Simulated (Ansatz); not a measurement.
# Sn3C: a single-point run

Aim: a sound single-point run of Sn3C. The structure is shown as the input types it. The cell is built on a prototype (ordering on diamond) and needn't be the phase found in nature.

Computed with Ansatz 0.2.0 (density functional or hybrid calculation with the settings of its input, plane waves (as first typed), unless a step's input says otherwise).

5 further runs of the same task are left out: 1 for a known fault of the program, 4 that didn't finish.

## (1) Starting point

It takes space group R3m (No. 160, trigonal). The conventional cell has a = 3.978 Å, b = 3.978 Å, c = 21.678 Å, α = 90.00°, β = 90.00°, γ = 120.00°. C (site symmetry 3m) has 4 Sn at 2.20 to 2.37 Å as nearest neighbours. Around Sn (site symmetry 3m) lie 4 Sn at 2.76 to 2.90 Å. Sn (site symmetry 3m) is surrounded by 3 C at 2.37 Å. Sn (site symmetry 3m) is surrounded by 1 C at 2.20 Å.

The input asks for a charge of -1 e on the cell.

Coordinates:

```
C Sn
1.0
     1.98893    1.14831    7.22616
    -1.98893    1.14831    7.22616
     0.00000   -2.29661    7.22616
C Sn
1 3
Direct
  0.99938 0.99938 0.99938
  0.49341 0.49341 0.49341
  0.35948 0.35948 0.35948
  0.89773 0.89773 0.89773
```

## (2) Running it

The input, input.yaml:

```yaml
crystal:
  lattice:
    - [1.9889269009, 1.1483074816, 7.226163139]
    - [-1.9889269009, 1.1483074816, 7.226163139]
    - [0.0, -2.2966149632, 7.226163139]
  atoms:
    - { symbol: C, position: [0.9993786088, -0.0006213912, -0.0006213912] }
    - { symbol: Sn, position: [0.4934145481, 0.4934145481, 0.4934145481] }
    - { symbol: Sn, position: [0.3594778857, 0.3594778857, 0.3594778857] }
    - { symbol: Sn, position: [0.8977289575, 0.8977289575, 0.8977289575] }
kpoints:
  mp_grid: { grid: [6, 6, 6] }
hamiltonian:
  xc: r2scan
scf:
  occupations: { method: fermi_dirac, width: 0.02 }
  n_extra_bands: 5
  max_iter: 74
output:
  forces: true
  stress: true
  eigenvalues: true
total_charge: -1
```

Command:

```console
$ ansatz run input.yaml --threads 4 --pin off --max-ram 3686MiB --backend cpu --events-out ev --progress --plain --runs-dir out
```

**Question.** How will this run end, and is anything wrong with its input?

The run converged and reported no error. Convergence says nothing about whether the input makes sense.

The suspect setting: total_charge is -1. The net charge is not the one intended, so the run treats another number of electrons.

The test: delete total_charge (the default then holds).
